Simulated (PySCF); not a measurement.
# C5H4F2: the cost of one run

Computed with PySCF 2.14.0, with density-fitted response routines of our own, on a single molecule in the gas phase. Atoms count from 0, in the outputs and in this text.

## 1. Starting geometry

11 atoms, charge 0, multiplicity 1; geometry from: GFN2-xTB. The atoms were then displaced at random by about 0.01 Å, so the start is not that level's minimum.

Bonds of the start (Å): F0–C1 1.34, C1–C2 1.35, C2–F3 1.32, C2–C4 1.40, C4–C5 1.32, C5–C6 1.51, C6–C4 1.51, C1–H7 1.07, C5–H8 1.07, C6–H9 1.08, C6–H10 1.07.

## 2. Geometry optimisation at PBE0-D3(BJ)/def2-SVP

Job settings and geometry (Å):

```
{"job": {"xc": "PBE0", "basis": "def2-SVP", "d3": "d3bj", "grid": 1, "shake": 0.01, "kind": "geom"}, "charge": 0, "multiplicity": 1}
F      2.132650    -0.816040    -0.660110
C      1.164010    -1.615630    -0.197100
C     -0.050430    -1.155130     0.171660
F     -0.882090    -2.064950     0.639850
C     -0.481510     0.180830     0.136120
C     -1.401750     1.103630     0.349250
C     -0.090820     1.595860    -0.202750
H      1.486020    -2.640470    -0.157470
H     -2.375830     1.368400     0.692660
H      0.584320     2.133820     0.449150
H     -0.046450     1.883850    -1.236940
```

On the command line:

```console
> OMP_NUM_THREADS=1 python probes_run.py task.json out
```

One launch serves the whole session: the jobs run in the order shown.

**Question.** How long does this first job take on 1 thread of Arm Neoverse N1, shared host, and how much memory does it need?

About 78 s, with a peak of 0.51 GiB.
